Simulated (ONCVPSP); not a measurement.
# Sb: generating and testing an ONCV potential

Task: generate the file, and judge it by its errors in other configurations, its logarithmic derivatives, its ghosts and its cutoff.

The numbers are computed with ONCVPSP 4.0.1 (PBEsol, non-relativistic, spin-unpolarised reference atom).

1 further run of the same task is left out (it didn't finish).

**1. Starting point**

Typed settings, in words:

| Property | Result |
| --- | --- |
| element | antimony (Sb, Z = 51) |
| type | optimised norm-conserving Vanderbilt (ONCV) |
| frozen core | [Kr] |
| valence charge | 15 |
| reference configuration | 4d10 5s2 5p3 |
| partial waves | 5s: rc 2.05 bohr, ncon 4, nbas 8, qcut 2.6 1/bohr, 2 projectors, debl 2.1 Ha; 5p: rc 2.35 bohr, ncon 4, nbas 7, qcut 2.8 1/bohr, 2 projectors, debl 1.9 Ha; 4d: rc 1.25 bohr, ncon 4, nbas 9, qcut 8.7 1/bohr, 2 projectors, debl 1.1 Ha |
| local potential | polynomial inside 1.05 bohr (lpopt 5, dvloc0 4 Ha) |
| core correction | polynomial model core, fcfact 0.2 |

The nodes and maxima of the atom's own shells, from an earlier all-electron run, set the scale for the radii.

All-electron outer shells of the reference configuration (PBEsol, non-relativistic, ld1.x):

```json
{"shell": "4s", "level (eV)": "-137.58", "outermost node (bohr)": "0.41", "outermost maximum (bohr)": "0.74"}
{"shell": "4p", "level (eV)": "-99.26", "outermost node (bohr)": "0.40", "outermost maximum (bohr)": "0.77"}
{"shell": "4d", "level (eV)": "-35.19", "outermost node (bohr)": "0.38", "outermost maximum (bohr)": "0.84"}
{"shell": "5s", "level (eV)": "-11.93", "outermost node (bohr)": "0.98", "outermost maximum (bohr)": "1.98"}
{"shell": "5p", "level (eV)": "-4.91", "outermost node (bohr)": "1.06", "outermost maximum (bohr)": "2.35"}
```

**2. Generating the potential**

Sb.dat reads:

```
# ATOM AND REFERENCE CONFIGURATION
# atsym  z   nc   nv     iexc    psfile
  Sb 51.00    8    3  -116133      upf
#
#   n    l    f
    1    0    2.00
    2    0    2.00
    2    1    6.00
    3    0    2.00
    3    1    6.00
    3    2   10.00
    4    0    2.00
    4    1    6.00
    4    2   10.00
    5    0    2.00
    5    1    3.00
#
# PSEUDOPOTENTIAL AND OPTIMIZATION
# lmax
    2
#
#   l,   rc,      ep,       ncon, nbas, qcut
    0    2.05    0.00    4    8    2.60
    1    2.35    0.00    4    7    2.80
    2    1.25    0.00    4    9    8.70
#
# LOCAL POTENTIAL
# lloc, lpopt,  rc(5),   dvloc0
    4    5    1.05    4.00
#
# VANDERBILT-KLEINMAN-BYLANDER PROJECTORs
# l, nproj, debl
    0    2    2.10
    1    2    1.90
    2    2    1.10
#
# MODEL CORE CHARGE
# icmod, fcfact, rcfact
    1    0.20    0.00
#
# LOG DERIVATIVE ANALYSIS
# epsh1, epsh2, depsh
   -3.00    5.00    0.02
#
# OUTPUT GRID
# rlmax, drl
    6.00    0.01
#
# TEST CONFIGURATIONS
# ncnf
    4
# nvcnf
#   n    l    f
    3
    4    2   10.00
    5    0    2.00
    5    1    2.00
#
    3
    4    2   10.00
    5    0    2.00
    5    1    1.00
#
    3
    4    2   10.00
    5    0    2.00
    5    1    0.00
#
    3
    4    2   10.00
    5    0    0.00
    5    1    5.00
#
```

Run with:

```
$ oncvpspnr.x < Sb.dat > Sb.out
```

Before running it: what results should come out? Wanted: cutoffs for 1 and 0.1 mHa per electron, occupied waves; bound ghosts; GHOST(+) flags; largest test error; largest phase difference near zero energy, channels read; rms error of d²Exc/dn², without and with the model core; projector energies reset by the program.

**Answer**, as computed:

| quantity | value |
| --- | --- |
| cutoffs for 1 and 0.1 mHa per electron, occupied waves | 40 Ha and 175 Ha |
| bound ghosts | s at -93.30 eV |
| GHOST(+) flags | p at 29 eV |
| largest test error (AE − PS) | -13 meV, for 4d10 5s2 5p0 |
| largest phase difference near zero energy, channels read | 0.001 rad |
| rms error of d²Exc/dn², without and with the model core | 4.96 and 1.87 mHa |
| projector energies reset by the program | d: -1.293, 0.250 Ha |

**Reading.** A bound ghost (s) makes it unfit for use: electrons can fall into a state that the atom doesn't have. The worst unpolarised test, 4d10 5s2 5p0, is off by 13 meV on 48.8 eV; by total energies transferability rates as good. Atomic tests can pass in spite of a ghost, since they solve only for the levels asked. The potential is hard: the looser tolerance needs 40 Ha. The tighter tolerance needs 175 Ha, and converged work needs a cutoff nearer that. At the looser tolerance the 4d wave is the slowest; 5s needs 31 Ha. Near zero energy the phases of the channels with partial waves agree within 0.001 rad. The program also flags highly localised states, GHOST(+) (p). These are tests on the free atom; a crystal test is still owed.
